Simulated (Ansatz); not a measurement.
# C2F2GeN2: small, medium and large basis sets

How large a basis does C2F2GeN2 need? Two functionals are run in growing sets.

Method: one geometry, several basis sets; program: Ansatz 0.2.0, Gaussian basis.

Plan: PBE0-D4/def2-SVP; ωB97M-V/def2-SVP; PBE0-D4/def2-QZVPP; ωB97M-V/def2-QZVPP; the functionals' def2-TZVPP values are taken from earlier runs.

### Step 1. The relaxed structure

The geometry comes from an earlier relaxation with PBE0-D4/def2-TZVP; it is a stationary point, not always the lowest conformer.

SMILES `N#[C][Ge]([F])([F])[C]#N`, 7 atoms, charge 0, spin multiplicity 1.

Atoms are counted from 1 here; the program's logs count them from 0.

Bond lengths: N1–C2 1.150 Å, C2–Ge3 1.894 Å, Ge3–F4 1.700 Å, Ge3–F5 1.700 Å, Ge3–C6 1.894 Å, C6–N7 1.150 Å. Angles: N1–C2–Ge3 179.0°, C2–Ge3–F4 109.0°, C2–Ge3–F5 109.0°, C2–Ge3–C6 112.8°, F4–Ge3–F5 107.8°, F4–Ge3–C6 109.0°, F5–Ge3–C6 109.0°, Ge3–C6–N7 179.0°.

As a file:

```xyz
7

N     0.15191   -2.00176    1.94908
C     0.14097   -1.31464    1.02710
Ge    0.11420   -0.15764   -0.47204
F    -0.99945   -0.75124   -1.61048
F     1.65064   -0.15661   -1.19862
C    -0.35513    1.62004   -0.01778
N    -0.64184    2.69384    0.27723
```

### Step 2. PBE0-D4 in def2-SVP

Contents of in.yaml:

```yaml
crystal:
  periodic: [false, false, false]
  atoms:
    - {symbol: N, position_ang: [0.151911, -2.001755, 1.949079]}
    - {symbol: C, position_ang: [0.140966, -1.314639, 1.027104]}
    - {symbol: Ge, position_ang: [0.114197, -0.157644, -0.472042]}
    - {symbol: F, position_ang: [-0.999445, -0.751237, -1.610475]}
    - {symbol: F, position_ang: [1.650645, -0.156610, -1.198621]}
    - {symbol: C, position_ang: [-0.355131, 1.620041, -0.017776]}
    - {symbol: N, position_ang: [-0.641843, 2.693844, 0.277232]}
basis:
  gaussian: {orbitals: def2-SVP}
hamiltonian: {xc: pbe0, dispersion: d4}
output: {orbitals: {seedname: orbitals}}
```

Command:

```sh
$ ansatz run in.yaml --threads 4 --pin off --events-out ev --progress --plain --max-ram 10444MiB
```

After this run come: ωB97M-V in def2-SVP; PBE0-D4 in def2-QZVPP; ωB97M-V in def2-QZVPP.

Q: Predict the results of all the runs planned. Wanted: PBE0-D4: double and triple zeta above quadruple; ωB97M-V: double and triple zeta above quadruple.

The runs gave:

| quantity | value |
| --- | --- |
| PBE0-D4: double and triple zeta above quadruple | 21.62, 1.79 eV |
| ωB97M-V: double and triple zeta above quadruple | 21.79, 1.70 eV |

**Reading.** PBE0-D4 gains 19.83 eV from double to triple zeta, then 1.79 eV more. Total energies overstate the basis error of differences, where much of it tends to cancel.
